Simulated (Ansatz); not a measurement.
**AlSnSiH7 (SMILES [SiH3][AlH][SnH3]): HSE06/def2-SVP (core potential)**

What is the electronic atomisation energy of AlSnSiH7 at HSE06/def2-SVP (core potential)? 

The results are computed with Ansatz 0.2.0.

44 further runs of the same task are left out: 44 set aside as unsound or not needed.

## Step 1: The system as given

The species is AlSnSiH7 (10 atoms), meant as a singlet with charge 0. As SMILES, `[SiH3][AlH][SnH3]`. The shape is that of a PBE0-D4/def2-TZVP optimisation.

Bond lengths: Si1–Al2 2.456 Å, Al2–Sn3 2.662 Å, Si1–H4 1.492 Å, Si1–H5 1.489 Å, Si1–H6 1.492 Å, Al2–H7 1.590 Å, Sn3–H8 1.713 Å, Sn3–H9 1.712 Å, Sn3–H10 1.713 Å. Some angles: Si1–Al2–Sn3 119.8°, Si1–Al2–H7 121.6°, Sn3–Al2–H7 118.6°, Al2–Si1–H4 109.8°, Al2–Si1–H5 114.3°, Al2–Si1–H6 109.8°, Al2–Sn3–H8 112.0°, Al2–Sn3–H9 113.4°, Al2–Sn3–H10 111.9°, H4–Si1–H5 107.9°.

## Step 2: The energy at HSE06/def2-SVP (core potential)

Input file run.yaml:

```yaml
crystal:
  periodic: [false, false, false]
  atoms:
    - symbol: Si
      position_ang: [-1.727600, 1.016900, -0.987400]
    - symbol: Al
      position_ang: [0.630900, 0.366100, -0.771800]
    - symbol: Sn
      position_ang: [1.403800, -1.143700, 1.279600]
    - symbol: H
      position_ang: [-2.584500, -0.202700, -1.056000]
    - symbol: H
      position_ang: [-2.025800, 1.852500, -2.183800]
    - symbol: H
      position_ang: [-2.154500, 1.780100, 0.221500]
    - symbol: H
      position_ang: [1.723200, 0.824500, -1.833100]
    - symbol: H
      position_ang: [2.608000, -0.374300, 2.224600]
    - symbol: H
      position_ang: [0.128400, -1.541500, 2.349800]
    - symbol: H
      position_ang: [2.081400, -2.629000, 0.759800]
basis:
  gaussian: {orbitals: def2-SVP}
magnetization: {spin_polarized: false}
hamiltonian: {xc: hse06}
accuracy: high
output: {orbitals: {seedname: orbitals}}
```

Command:

```bash
ansatz run run.yaml --threads 1 --pin off --max-ram 3480MiB --events-out events.jsonl --progress --plain --runs-dir runs
```

Standard output:

```text
Warning: RAYON_NUM_THREADS=1 ignored (pool sized by the plan → 1); use --threads N
Functional definition: HSE06
  name "HSE06"
  parameter a = 0.25
  parameter omega = 0.11/bohr
  exchange = pbe_x - a*pbe_x_sr(omega) + a*exact_x_sr(omega)
  correlation = pbe_c
2236 factors; integrals over basis functions are off by at most 3.6e-8 eV
127 factors; integrals over basis functions are off by at most 2.0e-9 eV
mean field evaluation 1: about -20406.5379 eV, gradient 1.4e1 eV
mean field evaluation 2: about -20406.9942 eV, gradient 9.3e0 eV
mean field evaluation 4: about -20407.3814 eV, gradient 2.5e-1 eV
mean field evaluation 8: about -20407.4713 eV, gradient 4.3e-2 eV
mean field evaluation 16: about -20407.4713 eV, gradient 5.5e-6 eV
mean field -20407.47130878 eV, -749.9607379167 hartree, gradient 8.7e-9 eV, S^2 0.000000; 0 other end points of the search recorded, 0 dependent functions left out
reference -20407.47131355 eV, -749.9607380920 hartree; 28, 28 occupied and 69, 69 virtual orbitals, 2236 factors
Total energy: -20407.47131355 eV, -749.9607380920 hartree
```

Run time: 13 s. Hardware: 1 thread of Intel Xeon Platinum 8259CL at 2.50GHz (Skylake/Cascade Lake), shared host; peak memory 0.4 GiB.

## Step 3: The Al atom at the same level

Input file input.yaml:

```yaml
basis:
  gaussian:
    orbitals: def2-SVP
crystal:
  periodic: [false, false, false]
  atoms:
    - {symbol: Al, position_ang: [0.000000, 0.000000, 0.000000]}
hamiltonian:
  xc: hse06
accuracy: high
magnetization:
  spin_polarized: true
  initial_magnetization: 1
```

Run the same way, it converges to -242.15849 Eh (log not shown).

## Step 4: The H atom, same level

Input file input.yaml:

```yaml
crystal:
  periodic: [false, false, false]
  atoms:
    - {symbol: H, position_ang: [0.000000, 0.000000, 0.000000]}
basis:
  gaussian:
    orbitals: def2-SVP
magnetization:
  spin_polarized: true
  initial_magnetization: 1
hamiltonian:
  xc: {name: HSE06}
accuracy: high
```

Run the same way, it converges to -0.50000 Eh (log not shown).

## Step 5: The Si atom, same level

Input file in.yaml:

```yaml
crystal:
  periodic: [false, false, false]
  atoms:
    - {symbol: Si, position_ang: [0.000000, 0.000000, 0.000000]}
basis:
  gaussian: {orbitals: def2-SVP}
magnetization: {spin_polarized: true, initial_magnetization: 2}
hamiltonian: {xc: hse06}
accuracy: high
```

Run the same way, it converges to -289.14547 Eh (log not shown).

## Step 6: The Sn atom at the same level

Input file run.yaml:

```yaml
basis:
  gaussian:
    orbitals: def2-SVP
crystal:
  periodic: [false, false, false]
  atoms:
    - {symbol: Sn, position_ang: [0.000000, 0.000000, 0.000000]}
accuracy: high
hamiltonian:
  xc: hse06
magnetization:
  spin_polarized: true
  initial_magnetization: 2
```

Run the same way, it converges to -214.25312 Eh (log not shown).

## Step 7: Outcome

At HSE06/def2-SVP (core potential):

| quantity | value |
| --- | --- |
| molecule: total energy | -749.96074 Eh |
| molecule: HOMO energy | -6.80 eV |
| molecule: LUMO energy | -2.87 eV |
| molecule: HOMO–LUMO gap | 3.93 eV |
| Al atom: total energy | -242.15849 Eh |
| Al atom: ⟨S²⟩ | 0.753 |
| H atom: total energy | -0.50000 Eh |
| H atom: ⟨S²⟩ | 0.750 |
| Si atom: total energy | -289.14547 Eh |
| Si atom: ⟨S²⟩ | 2.004 |
| Sn atom: total energy | -214.25312 Eh |
| Sn atom: ⟨S²⟩ | 2.003 |
| electronic atomisation energy | 24.589 eV |

What this shows: Taking the molecule apart into free atoms costs 24.59 eV (567 kcal/mol), before zero-point energy and without spin-orbit coupling.
